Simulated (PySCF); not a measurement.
# BBrH4N2: the cost of one run

The runs use PySCF 2.14.0, with density-fitted response routines of our own; the level of theory stands in each step. All values are computed, except where a source is named. Atoms are numbered from 0 throughout.

## (1) The molecule as given

8 atoms, charge 0, multiplicity 1; geometry from: GFN2-xTB. The atoms were then displaced at random by about 0.01 Å, so the start is not that level's minimum.

Bonds of the start (Å): N0–B1 1.43, B1–N2 1.41, B1–Br3 1.91, N0–H4 0.98, N0–H5 1.00, N2–H6 1.00, N2–H7 0.97.

## (2) Geometry optimisation at PBE0-D3(BJ)/def2-SVP

Job settings and geometry (Å):

```
{"job": {"xc": "PBE0", "basis": "def2-SVP", "d3": "d3bj", "grid": 1, "shake": 0.01, "kind": "geom"}, "charge": 0, "multiplicity": 1}
N      1.268850    -0.100900     0.162350
B     -0.077520     0.369080     0.076640
N     -1.162210    -0.452210    -0.287680
Br    -0.399680     2.205350     0.478270
H      1.526860    -1.025030    -0.050840
H      2.010890     0.526120     0.413240
H     -1.037310    -1.425020    -0.506370
H     -2.074760    -0.116520    -0.338080
```

Launch:

```console
$ OMP_NUM_THREADS=1 python probes_run.py task.json out
```

This one command runs all jobs of the session in turn.

Q: Estimate the wall time and peak memory of this first job on 1 thread of Arm Neoverse V1, shared host.

About 32 s, with a peak of 0.39 GiB.
